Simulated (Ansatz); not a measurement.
Working through a test of scalar relativity of BeBr (charge -1)

With the Ansatz DFT code, driven from Python.

The cells in order, each with its output:

**Cell 1**
```python
import ansatz as az
import numpy as np
```

**Cell 2**
```python
GEOMETRY = """
Be    0.00000    0.00000    0.00000
Br    0.00000    0.00000    2.17500
"""

bebr = az.Crystal.molecule()
for line in GEOMETRY.strip().splitlines():
    symbol, *xyz = line.split()
    bebr = bebr.atom(symbol, [float(v) for v in xyz])

base = bebr.calculation().functional("b3lyp").charge(-1).forces()
# a set contracted for a scalar-relativistic Hamiltonian goes with the relativistic run
sets = {"none": "cc-pVTZ", "scalar": "cc-pVTZ-DK"}
found = {kind: base.basis(gaussian=basis).pseudopotentials(relativity=kind).run(threads=1).report for kind, basis in sets.items()}
for kind, each in found.items():
    dipole = 4.803205 * np.linalg.norm(each["charge_distribution"]["dipole_moment_e_ang"])
    print(f"{kind:7s} E = {each['free_energy_ev']:.4f} eV  dipole {dipole:.3f} D  largest force {np.abs(each['forces_ev_ang']).max():.4f} eV/A")
print(f"relativity lowers the total energy by {found['none']['free_energy_ev'] - found['scalar']['free_energy_ev']:.3f} eV")
```
Output:
```text
none    E = -70451.0675 eV  dipole 7.653 D  largest force 0.0462 eV/A
scalar  E = -71324.3008 eV  dipole 7.588 D  largest force 0.0916 eV/A
relativity lowers the total energy by 873.233 eV
```

Notes:
- Total energies depend on the basis set; only differences at equal settings carry meaning.
- The geometry is a force-field or estimated start, not a minimum of this method. The basis set changes with the Hamiltonian (a set recontracted for scalar relativity), and most of the change in the total lies in the cores.
- An ion's dipole depends on the origin; the program takes it about the centre of nuclear charge.
- b3lyp holds the VWN-RPA fit, as in Gaussian; the form of ORCA and Turbomole is b3lyp5.
- The spin state was assumed, and another may lie lower.
- Anions want diffuse functions, which this basis lacks.
- Finished in 3.6 s on 1 thread of AMD EPYC 7R43 64-Core Processor (Zen 3), with other jobs on the host, peak memory 0.19 GiB.
